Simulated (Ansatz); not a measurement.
BTe: a scan of the bond length, run with the Python package of Ansatz (0.2.0).

Script `scan_bte.py`:
```python
import ansatz
from ase import Atoms
from ase.data import atomic_masses, atomic_numbers
import numpy as np

atoms = Atoms(['B', 'Te'], positions=[
    (0.0, 0.0, 0.0),
    (0.0, 0.0, 2.135),
])
system = ansatz.Crystal.molecule_from_ase(atoms)

symbols = [site.symbol for site in system.cartesian_sites]
start = np.array([site.position_ang for site in system.cartesian_sites])
axis = (start[1] - start[0]) / np.linalg.norm(start[1] - start[0])
moving = [1]
lengths, energies = [1.879, 1.964, 2.05, 2.135, 2.22, 2.306, 2.391, 2.519], []
for length in lengths:
    xyz = start.copy()
    xyz[moving] += (length - np.linalg.norm(start[1] - start[0])) * axis
    point = ansatz.Crystal.molecule()
    for symbol, xyz in zip(symbols, xyz):
        point = point.atom(symbol, xyz.tolist())
    base = (
        point.calculation()
        .basis(gaussian='def2-SVP')
        .functional('PBE')
        .spin('collinear', total=1)
    )
    r = base.run(threads=1).report
    energies.append(r['free_energy_ev'])
    print(f'r = {length:6.3f} A  E = {energies[-1]:.5f} eV  <S^2> = {abs(r["mean_field"]["state"]["spin_squared"]):.3f}')

fit = np.polynomial.Polynomial.fit(lengths, np.array(energies) - min(energies), 4).convert()
roots = [r.real for r in fit.deriv().roots() if abs(r.imag) < 1e-9 and fit.deriv(2)(r.real) > 0]
r_e = min(roots, key=lambda r: abs(r - lengths[int(np.argmin(energies))]))
print(f'minimum of the fit at {r_e:.4f} A, force constant {fit.deriv(2)(r_e):.2f} eV/A^2')
m1, m2 = (atomic_masses[atomic_numbers[s]] for s in symbols)
mu = m1 * m2 / (m1 + m2)
print(f'harmonic wavenumber {521.4709 * np.sqrt(fit.deriv(2)(r_e) / mu):.0f} 1/cm, rotational constant {16.857629 / (mu * r_e ** 2):.4f} 1/cm')
```

Where along the scan is the B-Te distance of lowest energy, and how steep are the two sides?

The lowest point is at 1.964 Å. At the shortest distance (1.88 Å) the energy is 0.12 eV higher, at the longest (2.52 Å) 1.58 eV.

The output:

Output of `python scan_bte.py`:
```text
r =  1.879 A  E = -7964.85535 eV  <S^2> = 0.770
r =  1.964 A  E = -7964.97801 eV  <S^2> = 0.773
r =  2.050 A  E = -7964.91621 eV  <S^2> = 0.776
r =  2.135 A  E = -7964.73248 eV  <S^2> = 0.779
r =  2.220 A  E = -7964.47188 eV  <S^2> = 0.781
r =  2.306 A  E = -7964.16372 eV  <S^2> = 0.782
r =  2.391 A  E = -7963.83924 eV  <S^2> = 0.781
r =  2.519 A  E = -7963.39870 eV  <S^2> = 0.808
minimum of the fit at 1.9752 A, force constant 23.24 eV/A^2
harmonic wavenumber 796 1/cm, rotational constant 0.4336 1/cm
```

What to keep in mind:
- Total energies depend on the basis set; only differences at equal settings carry meaning.
- The basis set is modest, and single-reference methods fail as a bond breaks.
- def2 sets replace the cores of elements past krypton by effective core potentials.
- The species is open-shell (spin multiplicity 2).
- The expectation value of S² is noticeably off S(S+1) in at least one run, so that state is spin-contaminated.
- Spin-orbit coupling of the heavy open-shell atom is left out.
- The spin state was assumed, and another may lie lower.
- Finished in 21 s on 1 thread of Arm Neoverse V2, on a shared host, peak memory 0.17 GiB.

(Lines on the test bed's own set-up are left out of the output.)
